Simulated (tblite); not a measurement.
# C7H13B: the cost of one run

Programs: tblite 0.8.0 and PySCF 2.14.0, with density-fitted response routines of our own. Each step states its level of theory. These are calculated values for one molecule in the gas phase, unless marked as measured. Atoms are numbered from 0 throughout.

## (1) Starting geometry

21 atoms, charge 0, multiplicity 1; geometry from: force field or distance geometry start.

Bonds of the start (Å): C0–B1 1.60, B1–C2 1.57, B1–C3 1.59, C3–C4 1.32, C4–C5 1.49, C5–C6 1.52, C6–C7 1.51, C7–C4 1.50, C0–H8 1.10, C0–H9 1.12, C0–H10 1.11, C2–H11 1.12, C2–H12 1.13, C2–H13 1.12, C3–H14 1.10, C5–H15 1.12, C5–H16 1.11, C6–H17 1.13, C6–H18 1.10, C7–H19 1.10, C7–H20 1.11.

## (2) Optimising the geometry with GFN2-xTB

The job: settings as JSON, then the geometry in Å.

```
{"job": {"kind": "relax", "xc": "GFN2-xTB", "basis": "xTB"}, "charge": 0, "multiplicity": 1}
C     -2.126100    -1.392100    -0.147400
B     -1.522300     0.029900     0.258800
C     -2.502800     1.255400     0.300700
C     -0.192900     0.075300     1.121500
C      0.952600     0.160500     0.468200
C      2.389100     0.229800     0.850800
C      2.711900    -0.409500    -0.487700
C      1.429400     0.252200    -0.947400
H     -1.419300    -1.918000    -0.808000
H     -3.101000    -1.185500    -0.659100
H     -2.372300    -1.964000     0.776500
H     -2.108500     2.050200    -0.376300
H     -3.498500     0.906300    -0.100700
H     -2.609200     1.623500     1.356200
H     -0.222600     0.030400     2.217800
H      2.663000    -0.389700     1.740400
H      2.781400     1.267500     0.859000
H      2.664800    -1.539900    -0.470000
H      3.643700     0.003400    -0.910800
H      1.578100     1.306500    -1.229600
H      0.852600    -0.375200    -1.658900
```

Started as:

```bash
OMP_NUM_THREADS=1 python probes_run.py task.json out
```

This one command runs all jobs of the session in turn.

Q: Estimate the wall time of this first job on 1 thread of Arm Neoverse V1, shared host.

About 1.7 s.
